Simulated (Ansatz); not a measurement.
# HfN: elastic constants

Aim: the elastic tensor from the stress of slightly strained cells, and the moduli that follow. Runs: cell and atoms relaxed (PAW); reference run (PAW); ions clamped (PAW); cell relaxed at 5 GPa (PAW); at 5 GPa (PAW).

Computed with Ansatz 0.2.0 (DFT PBEsol, frozen-core PAW, scalar-relativistic unless said, unless a step's input says otherwise).

6 further runs of the same task are left out: 5 that didn't finish, 1 set aside as unsound or not needed.

**1. The system as given**

The structure is cubic, space group Fm-3m (No. 225). Conventional cell: a = 4.512 Å, b = 4.512 Å, c = 4.512 Å, α = 90.00°, β = 90.00°, γ = 90.00°. Hf (site symmetry m-3m) has 6 N at 2.26 Å as nearest neighbours. N (site symmetry m-3m) is surrounded by 6 Hf at 2.26 Å.

As a file:

```xyz
2
Lattice="0.0000 2.2560 2.2560 2.2560 0.0000 2.2560 2.2560 2.2560 0.0000" Properties=species:S:1:pos:R:3 pbc="T T T"
Hf    0.0000    0.0000    0.0000
N     2.2560    2.2560    2.2560
```

Cartesian axes are those of the input's lattice vectors. The structure goes back to a database entry.

**2. Cell and atoms relaxed, PAW**

Contents of input.yaml:

```yaml
crystal:
  lattice:
    - [0.0, 2.256, 2.256]
    - [2.256, 0.0, 2.256]
    - [2.256, 2.256, 0.0]
  atoms:
    - { symbol: Hf, position: [0.0, 0.0, 0.0] }
    - { symbol: "N", position: [0.5, 0.5, 0.5] }
kpoints:
  mp_grid: { grid: [18, 18, 18] }
scf:
  occupations: { method: fermi_dirac, width: 0.1 }
hamiltonian:
  xc: pbesol
  pseudopotentials: { kind: paw }
relax:
  f_tol: 0.002
  max_steps: 80
  cell: {}
output:
  forces: true
  stress: true
  write_density: true
  write_potential: true
  elf: true
  volumetric_format: npy
```

Started as:

```
> ansatz run input.yaml --threads 1 --pin off --max-ram 2048MiB --backend cpu --events-out ev --progress --plain --runs-dir out
```

**3. Reference run, PAW**

Contents of input.yaml:

```yaml
crystal:
  lattice:
    - [0.0, 2.25105757999, 2.25105757999]
    - [2.25105757999, 0.0, 2.25105757999]
    - [2.25105757999, 2.25105757999, 0.0]
  atoms:
    - { symbol: Hf, position: [0.0, 0.0, 0.0] }
    - { symbol: "N", position: [0.5, 0.5, 0.5] }
kpoints:
  mp_grid: { grid: [18, 18, 18] }
scf:
  occupations: { method: fermi_dirac, width: 0.1 }
hamiltonian:
  xc: pbesol
  pseudopotentials: { kind: paw }
elastic:
  mode: relaxed_ion
  stencil: two_point
  amplitude: 0.008
```

**4. Ions clamped, PAW**

Changes to input.yaml since step 3:

```diff
@@ -16,3 +16,3 @@
 elastic:
-  mode: relaxed_ion
+  mode: clamped_ion
   stencil: two_point
```

**5. Cell relaxed at 5 GPa, PAW**

Changes to input.yaml since step 4:

```diff
@@ -15,5 +15,12 @@
   pseudopotentials: { kind: paw }
-elastic:
-  mode: clamped_ion
-  stencil: two_point
-  amplitude: 0.008
+relax:
+  f_tol: 0.002
+  max_steps: 80
+  cell: { p_target: 5 }
+output:
+  forces: true
+  stress: true
+  write_density: true
+  write_potential: true
+  elf: true
+  volumetric_format: npy
```

**7. At 5 GPa, PAW**

Contents of input.yaml:

```yaml
crystal:
  lattice:
    - [0.0, 2.23824665076, 2.23824665076]
    - [2.23824665076, 0.0, 2.23824665076]
    - [2.23824665076, 2.23824665076, 0.0]
  atoms:
    - { symbol: Hf, position: [0.0, 0.0, 0.0] }
    - { symbol: "N", position: [0.5, 0.5, 0.5] }
kpoints:
  mp_grid: { grid: [18, 18, 18] }
scf:
  occupations: { method: fermi_dirac, width: 0.1 }
hamiltonian:
  xc: pbesol
  pseudopotentials: { kind: paw }
elastic:
  mode: relaxed_ion
  stencil: two_point
  amplitude: 0.008
```

(Steps that only read results are left out.)

Before running it: what results should come out? Wanted: C11; C12; C44; bulk, shear and Young's modulus; Debye temperature from sound speeds; universal anisotropy index.

**Answer**, as computed:

| quantity | value |
| --- | --- |
| C11 (PAW) | 624 GPa |
| C12 (PAW) | 114 GPa |
| C44 (PAW) | 123 GPa |
| bulk, shear and Young's modulus | 284, 166, 416 GPa |
| Debye temperature from sound speeds | 499 K |
| universal anisotropy index | 0.66 |

In words: All eigenvalues are positive, so the crystal is mechanically stable; by PAW K = 284 and G = 166 GPa, K/G = 1.71, on the brittle side of Pugh's rough line at 1.75, which was drawn for metals. Young's modulus runs from 323 to 589 GPa with direction. Clamping the ions changes no constant by more than 1 GPa. At 5 GPa K rises to 305 GPa. Cautions: frozen-core PAW files fitted under PBE, their cores solved anew for the functional of the run; responses of metals move with mesh and smearing; no spin-orbit coupling on heavy atoms.
